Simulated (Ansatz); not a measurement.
# TiC (rocksalt type): the cost of one run

Program: Ansatz 0.2.0. Level of theory: DFT, LDA, all-electron LAPW, scalar-relativistic. These are calculated values, not measurements.

**1. The system as given**

Symmetry: Fm-3m, No. 225, cubic system. The conventional cell has a = 4.261 Å, b = 4.261 Å, c = 4.261 Å, α = 90.00°, β = 90.00°, γ = 90.00°. Ti (site symmetry m-3m) is surrounded by 6 C at 2.13 Å. C (site symmetry m-3m) has 6 Ti at 2.13 Å as nearest neighbours.

Coordinates:

```cif
data_structure
_symmetry_space_group_name_H-M 'Fm-3m'
_symmetry_Int_Tables_number 225
_cell_length_a 4.2609
_cell_length_b 4.2609
_cell_length_c 4.2609
_cell_angle_alpha 90.000
_cell_angle_beta 90.000
_cell_angle_gamma 90.000
_cell_volume 77.36
loop_
_atom_site_label
_atom_site_type_symbol
_atom_site_symmetry_multiplicity
_atom_site_Wyckoff_symbol
_atom_site_fract_x
_atom_site_fract_y
_atom_site_fract_z
_atom_site_occupancy
Ti1 Ti 4 a 0.00000 0.00000 0.00000 1
C1 C 4 b 0.00000 0.50000 0.00000 1
```

The file gives the conventional cell by its symmetry; the runs use the cell typed in the input.

Atoms are numbered in the order of the input: Ti1, Ti2, C3, C4.

**2. Bulk in the slab's orientation, LAPW**

input.yaml

```yaml
crystal:
  lattice:
    - [2.1304494317, 2.1304494317, 0.0]
    - [-2.1304494317, 2.1304494317, 0.0]
    - [0.0, 0.0, 4.2608988634]
  atoms:
    - { symbol: Ti, position: [0.0, 0.0, 0.0] }
    - { symbol: Ti, position: [0.5, 0.5, 0.5] }
    - { symbol: C, position: [0.5, 0.5, 0.0] }
    - { symbol: C, position: [0.0, 0.0, 0.5] }
kpoints:
  mp_grid: { grid: [11, 11, 8] }
scf:
  occupations: { method: fermi_dirac, width: 0.08 }
hamiltonian:
  xc: lda
  pseudopotentials: { kind: all_electron, lapw: { basis_error: 0.001 } }
output:
  forces: true
  stress: true
  eigenvalues: true
```

Launch:

```
$ ansatz run input.yaml --threads 2 --pin off --max-ram 4096MiB --backend cpu --events-out ev --progress --plain --runs-dir out
```

What time and memory should one allow on 2 threads of Arm Neoverse V1, shared host?

About 23 s, with a peak of 0.57 GiB.
